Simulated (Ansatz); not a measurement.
# F3H5O2Si: the cost of one run

All numbers below are computed with Ansatz 0.2.0 (UKS PBE/STO-3G).

### 1 Starting point

Bond lengths: Si1–F3 1.603 Å, Si1–F4 1.579 Å, Si1–F5 1.591 Å, Si1–O7 2.065 Å, O7–H10 0.956 Å, O9–H11 0.960 Å. Angles: F3–Si1–F4 101.4°, F3–Si1–F5 96.7°, F3–Si1–O7 165.0°, F4–Si1–F5 114.6°, F4–Si1–O7 90.3°, F5–Si1–O7 86.7°, Si1–O7–H10 112.6°.

Structure file:

```xyz
11

Si   -0.9136   -0.4650   -0.8976
H     0.8716   -0.8180   -0.4684
F    -0.8042   -1.5515   -2.0712
F    -1.7827   -1.2421    0.1678
F    -1.7119    0.6291   -1.7331
H     0.6243    0.8563    0.9648
O    -0.5420    1.0282    0.4788
H     1.4606   -0.4893    0.2490
O     1.7588    0.3186    1.1920
H    -0.6303    1.9034    0.1047
H     1.6695   -0.1698    2.0133
```

### 2 Run 1

150 steps of 0.5 fs at constant energy, with velocities drawn for 1000 K.

The input, input.yaml:

```yaml
crystal:
  periodic: [false, false, false]
  atoms:
    - { symbol: Si, position_ang: [-0.9136, -0.465, -0.8976] }
    - { symbol: H, position_ang: [0.8716, -0.818, -0.4684] }
    - { symbol: F, position_ang: [-0.8042, -1.5515, -2.0712] }
    - { symbol: F, position_ang: [-1.7827, -1.2421, 0.1678] }
    - { symbol: F, position_ang: [-1.7119, 0.6291, -1.7331] }
    - { symbol: H, position_ang: [0.6243, 0.8563, 0.9648] }
    - { symbol: O, position_ang: [-0.542, 1.0282, 0.4788] }
    - { symbol: H, position_ang: [1.4606, -0.4893, 0.249] }
    - { symbol: O, position_ang: [1.7588, 0.3186, 1.192] }
    - { symbol: H, position_ang: [-0.6303, 1.9034, 0.1047] }
    - { symbol: H, position_ang: [1.6695, -0.1698, 2.0133] }
magnetization:
  spin_polarized: true
basis:
  gaussian: { orbitals: STO-3G }
hamiltonian:
  xc: pbe
md:
  timestep: 0.5
  n_steps: 150
  ensemble: nve
  temperature: 1000.0
  initial_velocities: maxwell_boltzmann
  seed: 904180
```

The run is started by

```bash
> ansatz run input.yaml --threads 1 --pin off --max-ram 2048MiB --backend cpu --events-out ev --progress --plain --runs-dir out
```

**Question.** How long does this run take on 1 thread of Arm Neoverse V1, shared host, and how much memory does it need?

About 9.2 min, with a peak of 0.12 GiB.
